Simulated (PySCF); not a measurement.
**HfO₂: structure of the singlet**

The task is one start of a wider search on HfO₂: the singlet, built as linear. It is relaxed, tested by its Hessian and followed downhill if it is a saddle.

The runs use PySCF 2.14.0; PBE0, basis Hf def2-TZVP with ECP60, O def2-TZVP, scalar-relativistic core potentials, no spin–orbit coupling, density fitting.

## Step 1: The system as given

3 atoms, charge 0, spin multiplicity 1.

Bond lengths: Hf1–O2 1.850 Å, Hf1–O3 1.850 Å. Angles: O2–Hf1–O3 180.0°.

Z-matrix (Å, degrees; charge 0 multiplicity 1):
```
Hf
O  1 1.8500
O  1 1.8500 2 180.00
```

## Step 2: Relaxation: linear start, singlet

One driver script runs all steps and calls PySCF; scf.py shows how it sets up the SCF of each step. The optimiser is the driver's own. Before each start the driver seeks the lowest SCF state from one or more starting densities and follows internal instabilities, so scf.py alone need not reach the same state.

The program finds D∞h symmetry in the start, which this walk keeps. Threshold on the gradient: 0.0003 Eh/bohr, with a further test on the energy change.

scf.py

```python
from pyscf import gto, scf, dft
mol = gto.M(atom='''
Hf     0.000000     0.000000     0.000000
O      0.000000     0.000000     1.850000
O      0.000000     0.000000    -1.850000''',
    basis={'Hf': 'def2-TZVP', 'O': 'def2-TZVP'},
    ecp={'Hf': 'def2-TZVP'},
    charge=0, spin=0)
mf = dft.RKS(mol, xc='PBE0')
mf.grids.atom_grid = (50, 194)
aux = {'Hf': 'def2-universal-JKFIT', 'O': 'def2-universal-JKFIT'}
mf = mf.density_fit(auxbasis=aux)
mf.kernel()
```

The runs that follow: Hessian and properties; Downhill along the imaginary mode; Vibrations and properties at this point.

Before running it: what results should come out? Wanted: minimum; geometry; wavenumbers; dipole moment; highest occupied, lowest empty level; polar-tensor charge of Hf1; zero-point energy; atomisation energy.

As calculated:

```
                                 quantity                             value
                                  minimum                      singlet, C2v
                                 geometry  Hf–O 1.776 Å (×2); O–Hf–O 107.8°
                       wavenumbers (cm⁻¹)      300 (a1), 848 (b2), 932 (a1)
                            dipole moment                            8.10 D
     highest occupied, lowest empty level                   -6.71, -3.40 eV
               polar-tensor charge of Hf1                           +1.81 e
                        zero-point energy                       12.4 kJ/mol
                      entropy at 298.15 K                   276.1 J/(mol K)
atomisation energy (no zero-point energy)                       1302 kJ/mol
```

**Reading.** From D∞h at the start the molecule goes to a C2v minimum, after a first stop at a second-order saddle point 214.2 kJ/mol higher, from which it was pushed off along an imaginary mode. The strongest infrared band lies at 848 cm⁻¹ (b2, stretch). With 8.1 D the molecule is strongly polar. Only this shape and spin were tried, so other structures or states may lie lower. With an element this heavy the missing spin–orbit coupling can shift these numbers.
